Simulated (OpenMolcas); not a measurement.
# Yb³⁺ with 8 ligands (fluoride): CASSCF and CASPT2 levels and susceptibility

Which state of Yb³⁺ lies lowest among these ligands, how large is the field, and what χT follows?

Method: state-averaged CASSCF and CASPT2, spin-orbit coupling by RASSI with atomic mean-field integrals. Code: OpenMolcas 26.06.

## 1. The system

| Quantity | Value |
| --- | --- |
| Species | Yb³⁺ (ytterbium, Z = 70, 67 electrons) |
| Basis | ANO-RCC-VTZP [8s7p5d3f2g1h], 344 functions with the ligands |
| Scalar Hamiltonian | DKH2, point nucleus |
| Inactive shells | 1s 2s 2p 3s 3p 3d 4s 4p 4d 5s 5p of the metal, and all ligand shells |
| Active space | 13 electrons in 7 orbitals (4f) |
| Some configurations of this space | 4f¹³ |
| Orbitals | optimised for the highest spin of each parity, averaged over all roots |

The outer shells:

4f13
```
4f [↑↓][↑↓][↑↓][↑↓][↑↓][↑↓][↑ ]
```

Yb³⁺ is taken with 8 ligands (fluoride) in cube coordination (Oh) at 2.29 Å. A charge of +0.625 e stands 2.4 Å behind each ligand. Ligand basis ANO-RCC-VTZP. The distances are assumed, not relaxed.

```xyz
9

Yb    0.0000    0.0000    0.0000
F     1.3221    1.3221    1.3221
F     1.3221    1.3221   -1.3221
F     1.3221   -1.3221    1.3221
F     1.3221   -1.3221   -1.3221
F    -1.3221    1.3221    1.3221
F    -1.3221    1.3221   -1.3221
F    -1.3221   -1.3221    1.3221
F    -1.3221   -1.3221   -1.3221
```

The work runs as a chain of OpenMolcas steps in one folder; each step below is one input file. The outputs are cut to the sections that carry results. Labels, J, g values, rates, χT and fits are worked out afterwards by a script from the matrices that RASSI stores. The input lists half of the charges; inversion (Group=XYZ) makes the rest.

## 2. One- and two-electron integrals

Input file a.inp:

```
&GATEWAY
Coord
9

Yb 0.0 0.0 0.0
F 1.322132 1.322132 1.322132
F 1.322132 1.322132 -1.322132
F 1.322132 -1.322132 1.322132
F 1.322132 -1.322132 -1.322132
F -1.322132 1.322132 1.322132
F -1.322132 1.322132 -1.322132
F -1.322132 -1.322132 1.322132
F -1.322132 -1.322132 -1.322132
Basis=Yb.ANO-RCC-VTZP,F.ANO-RCC-VTZP
Group=XYZ
NoMove
AngMom=0.0 0.0 0.0
AMFI
RICD
XField
4 Angstrom 0
2.707773 2.707773 2.707773 0.625000
2.707773 2.707773 -2.707773 0.625000
2.707773 -2.707773 2.707773 0.625000
2.707773 -2.707773 -2.707773 0.625000
&SEWARD
```

Command:

```console
$ OMP_NUM_THREADS=1 MOLCAS_MEM=3686 MOLCAS_PROJECT=a pymolcas a.inp > a.log
```

## 3. Reference wave functions, doublets of odd parity, 7 roots

Input file a.inp:

```
&RASSCF
FileOrb=start.orb
Symmetry=2
Spin=2
nActEl=13 0 0
Inactive=35 32
Ras2=0 7
CIRoot=7 7 1
SDav=7
CIMx=300
Iter=150 100
PrWF=0.3
OrbListing=Nothing
MaxOrb=0
LevShft=1.0
>>> COPY $Project.JobIph JOB001
```

start.orb holds start orbitals that the driver prepared beforehand, or those of the step before.

## 4. RASSI: spin-orbit coupling between the states

Input file a.inp:

```
&RASSI
NrOfJobIphs=1 7
1 2 3 4 5 6 7
IphNames
JOB001
EJob
SpinOrbit
DIPRint=1.0
SOCoupling=1000.0
Subsets=2
Property=9
'ANGMOM' 1 'ANGMOM' 2 'ANGMOM' 3 'MLTPL  1' 1 'MLTPL  1' 2 'MLTPL  1' 3
'AMFI' 1 'AMFI' 2 'AMFI' 3
SOProperty=3
'ANGMOM' 1 'ANGMOM' 2 'ANGMOM' 3
```

## 5. CASPT2: IPEA 0.25, imaginary shift 0.1 (closed shells correlated: 5s 5p of the metal, with ligand shells; the Frozen line counts the rest)

Input file a.inp:

```
>>> COPY JOB001 $Project.JobIph
&CASPT2
Multistate=7 1 2 3 4 5 6 7
NoMult
Frozen=18 13
IPEA=0.25
Imaginary=0.1
MaxIter=60
WThr=0.0 0.3 0.05
PrWF=0.5
NoMix
```

(Steps that only read results are left out.)

Q: Predict the outcome of this session. Wanted: spin-free ground state; first state of the same spin within the active space; lowest level; next level.

As calculated:

| quantity | value |
| --- | --- |
| method | SS-CASPT2, IPEA 0.25, imaginary shift 0.1 (closed shells correlated: 5s 5p of the metal, with ligand shells; the Frozen line counts the rest) |
| spin-free ground state | 2A2, 1-fold in its orbital part |
| first state of the same spin within the active space | 2T2 at 719 cm⁻¹ |
| lowest level | 2-fold Γ7, g = 3.46, 3.46, 3.46 |
| next level | 437.7 cm⁻¹ |
| χT at 300 K | 2.26 cm³ K/mol |
| effective moment at 300 K | 4.25 μB |

Cost by method:

| method | time of its own steps | time with the reference |
| --- | --- | --- |
| A. CASSCF | 2.5 min | 2.5 min |
| B. SS-CASPT2, IPEA 0.25, imaginary shift 0.1, +5s 5p | 9.4 min | 12 min |

Times are of one thread on a shared host.

In words: The spin-free ground state (2A2) is 1-fold and keeps the highest spin of the shell.
